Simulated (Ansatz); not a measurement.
# CH5OSn radical: one species, many methods

An exercise on one series of results from a longer session: the logs are not shown, and one member is left open.

Program: Ansatz 0.2.0, Gaussian basis. Level of theory: functionals in def2-TZVPP, the program's frozen cores in correlated methods. These are calculated values, not measurements.

Plan: LDA (SPW92), PBE-D4, revPBE-D4, BLYP-D4, r2SCAN-D4, B97M-V, PBE0-D4, B3LYP-D4, r2SCANh-D4, r2SCAN0-D4, HSE06-D4, BHLYP-D4, CAM-B3LYP-D4, LC-ωPBE, ωB97X-V, ωB97M-V, B2PLYP, PBE-QIDH; CCSD(T)/def2-SVP; CCSD(T)/def2-TZVPP; MP2/def2-QZVPP; extrapolation to the limit; RPA on PBE.

## The relaxed structure

An earlier PBE0-D4 in a triple-zeta def2 set relaxation fixed the geometry. Sn takes the def2 core potential; no spin-orbit term is included.

8 atoms, charge 0, spin multiplicity 2.

Atoms are counted from 1 here; the program's logs count them from 0.

Bond lengths: C1–Sn2 2.165 Å, C1–H4 1.090 Å, C1–H5 1.089 Å, C1–H6 1.092 Å, Sn2–O3 1.983 Å, Sn2–H7 1.730 Å, O3–H8 0.960 Å. Angles: Sn2–C1–H4 109.8°, Sn2–C1–H5 110.4°, Sn2–C1–H6 107.6°, H4–C1–H5 109.5°, H4–C1–H6 109.8°, H5–C1–H6 109.8°, C1–Sn2–O3 106.4°, C1–Sn2–H7 111.5°, O3–Sn2–H7 100.9°, Sn2–O3–H8 113.4°.

Set-up of the first run:

Input file in.yaml:

```yaml
crystal:
  periodic: [false, false, false]
  atoms:
    - {symbol: C, position_ang: [-0.791684, 0.904908, -0.093624]}
    - {symbol: Sn, position_ang: [1.146441, -0.010185, 0.209257]}
    - {symbol: O, position_ang: [0.818818, -1.953689, 0.423264]}
    - {symbol: H, position_ang: [-0.666382, 1.947956, -0.384592]}
    - {symbol: H, position_ang: [-1.383395, 0.851420, 0.819297]}
    - {symbol: H, position_ang: [-1.294179, 0.356022, -0.892285]}
    - {symbol: H, position_ang: [2.088291, 0.004769, -1.241741]}
    - {symbol: H, position_ang: [0.174291, -2.158298, 1.104623]}
basis:
  gaussian: {orbitals: def2-TZVPP}
magnetization: {spin_polarized: true, initial_magnetization: 1}
hamiltonian: {xc: lda}
output: {orbitals: {seedname: orbitals}}
```

The run is started by

```console
> ansatz run in.yaml --threads 4 --pin off --events-out ev --progress --plain --max-ram 10444MiB
```

Steps of the session up to this table: LDA; PBE-D4 (GGA); revPBE-D4 (GGA); BLYP-D4 (GGA); r2SCAN-D4 (meta-GGA); B97M-V (meta-GGA); B3LYP-D4 (hybrid); r2SCANh-D4 (hybrid); r2SCAN0-D4 (hybrid); HSE06-D4 (hybrid); BHLYP-D4 (hybrid); CAM-B3LYP-D4 (range-separated); LC-ωPBE (range-separated); ωB97X-V (range-separated); ωB97M-V (range-separated); B2PLYP (double hybrid); PBE-QIDH (double hybrid).

One table of the session follows, with a row left open; its other results are not shown here.

It belongs to the step «Frontier levels by functional». 

| functional | HOMO (eV) | LUMO (eV) | gap (eV) |
| --- | --- | --- | --- |
| LDA (SPW92) | -4.80 | -4.07 | 0.74 |
| PBE-D4 | -4.74 | -3.75 | 0.99 |
| revPBE-D4 | -4.71 | -3.62 | 1.08 |
| BLYP-D4 | -4.58 | -3.78 | 0.80 |
| r2SCAN-D4 | -5.09 | -3.44 | 1.65 |
| B97M-V | -4.93 | -3.92 | 1.00 |
| PBE0-D4 | -5.85 | -2.91 | 2.94 |
| B3LYP-D4 | -5.62 | -3.30 | 2.32 |
| r2SCANh-D4 | -5.50 | -3.14 | 2.36 |
| r2SCAN0-D4 | -6.11 | -2.69 | 3.42 |
| HSE06-D4 | -5.46 | -3.28 | 2.18 |
| BHLYP-D4 | ? | ? | ? |
| CAM-B3LYP-D4 | -7.07 | -2.06 | 5.01 |
| LC-ωPBE | -8.40 | -0.68 | 7.72 |
| ωB97X-V | -7.95 | -1.07 | 6.88 |
| ωB97M-V | -7.88 | -1.20 | 6.67 |

Estimate the missing values for BHLYP-D4.

Worked estimate for «HOMO (eV)». Against the share of exact exchange, BLYP-D4 (0, -4.58), B3LYP-D4 (0.2, -5.62) give a slope of -5.20 per unit share; at 0.5 the line stands at -7.18.

As computed: HOMO (eV): -6.80; LUMO (eV): -2.18; gap (eV): 4.62. In «HOMO (eV)» the line misses by -0.38.
